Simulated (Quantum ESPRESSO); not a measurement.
The system is AlSn.

```xyz
2
Lattice="4.1981 0.0000 0.0000 -2.0991 3.6357 0.0000 0.0000 0.0000 3.3068" Properties=species:S:1:pos:R:3 pbc="T T T"
Sn    0.0000    2.4238    1.6534
Al    0.0000    0.0000    0.0000
```

The cell comes from a database or a generator and needn't be the stable form of this composition.

```yaml
Program: Quantum ESPRESSO 7.5
Task: single point
Functional: PBE
Potentials_or_basis: SSSP 1.3 efficiency PBE
Cutoff: 816 eV
Density_cutoff: 6531 eV
k_mesh: 7 × 7 × 8
Occupations: fermi-dirac, width 0.05 eV
Spin: no spin polarisation
```

On this cell: pressure 0.3 GPa; largest force under 0.003 eV/Å; band gap on the k mesh none (metal or under the smearing width).

The same run follows on a disturbed copy (atoms moved at random, drawn with an rms of 0.05 Å):

```
Sn Al
1.0
     4.19811    0.00000    0.00000
    -2.09905    3.63567    0.00000
     0.00000    0.00000    3.30685
Sn Al
1 1
Direct
  0.33146 0.66059 0.49587
  0.00564 0.00428 0.99455
```

What changes?

The energy (extrapolated to zero smearing) moves by +1.4 meV/atom; pressure 0.3 GPa; largest force 0.148 eV/Å; band gap on the k mesh none (metal or under the smearing width).

Forces on the atoms (eV/Å):
```
Sn   0.033  0.144 -0.007
Al  -0.033 -0.144  0.007
```

Stress tensor (GPa, compression positive):
```
-0.26 -0.11  0.00
-0.11  0.59 -0.01
 0.00 -0.01  0.49
```
